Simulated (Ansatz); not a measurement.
# CH8GeN: the cost of one run

Method: UHF/def2-SVP, in Ansatz 0.2.0.

### 1 Starting point

Bond lengths: C2–N3 1.407 Å, C2–H5 1.085 Å, C2–H6 1.084 Å, N3–H7 1.012 Å, N3–H8 1.012 Å, Ge4–H9 1.535 Å, Ge4–H10 1.529 Å, Ge4–H11 1.535 Å. Angles: C2–N3–H7 113.4°, C2–N3–H8 113.2°, H7–N3–H8 110.4°, N3–C2–H5 111.6°, N3–C2–H6 111.7°, H5–C2–H6 112.0°, H9–Ge4–H10 100.1°, H9–Ge4–H11 101.5°, H10–Ge4–H11 101.9°.

As a file:

```xyz
11

H    -0.1667   -0.5387   -0.2800
C     0.1466    0.1893   -1.4228
N    -0.0624    1.5714   -1.2602
Ge   -0.1849   -1.1912    1.6039
H    -0.4947   -0.2243   -2.1942
H     1.1913   -0.0394   -1.5969
H    -1.0296    1.8130   -1.0839
H     0.5390    1.9866   -0.5601
H    -0.3667    0.1097    2.3979
H     1.2956   -1.4653    1.8711
H    -0.8674   -2.2111    2.5253
```

### 2 A restrained relaxation towards end A

Springs on the bonds that form and break draw the guess towards this end; the thresholds are loose.

The input, input.yaml:

```yaml
crystal:
  periodic: [false, false, false]
  atoms:
    - { symbol: H, position_ang: [-0.1667, -0.5387, -0.28] }
    - { symbol: C, position_ang: [0.1466, 0.1893, -1.4228] }
    - { symbol: "N", position_ang: [-0.0624, 1.5714, -1.2602] }
    - { symbol: Ge, position_ang: [-0.1849, -1.1912, 1.6039] }
    - { symbol: H, position_ang: [-0.4947, -0.2243, -2.1942] }
    - { symbol: H, position_ang: [1.1913, -0.0394, -1.5969] }
    - { symbol: H, position_ang: [-1.0296, 1.813, -1.0839] }
    - { symbol: H, position_ang: [0.539, 1.9866, -0.5601] }
    - { symbol: H, position_ang: [-0.3667, 0.1097, 2.3979] }
    - { symbol: H, position_ang: [1.2956, -1.4653, 1.8711] }
    - { symbol: H, position_ang: [-0.8674, -2.2111, 2.5253] }
magnetization:
  spin_polarized: true
  initial_magnetization: 1
basis:
  gaussian: { orbitals: def2-SVP }
hamiltonian:
  xc: hf
relax:
  f_tol: 0.15
  max_steps: 25
  restrain:
    - { distance: [0, 3], at: 2.81, k: 30.0 }
    - { distance: [1, 0], at: 1.07, k: 30.0 }
output:
  orbitals: {}
```

On the command line:

```sh
ansatz run input.yaml --threads 2 --pin off --max-ram 3072MiB --backend cpu --events-out ev --progress --plain --runs-dir out
```

Q: Estimate wall time and peak memory on 2 threads of Arm Neoverse V1, shared host.

About 12 s, with a peak of 0.26 GiB.
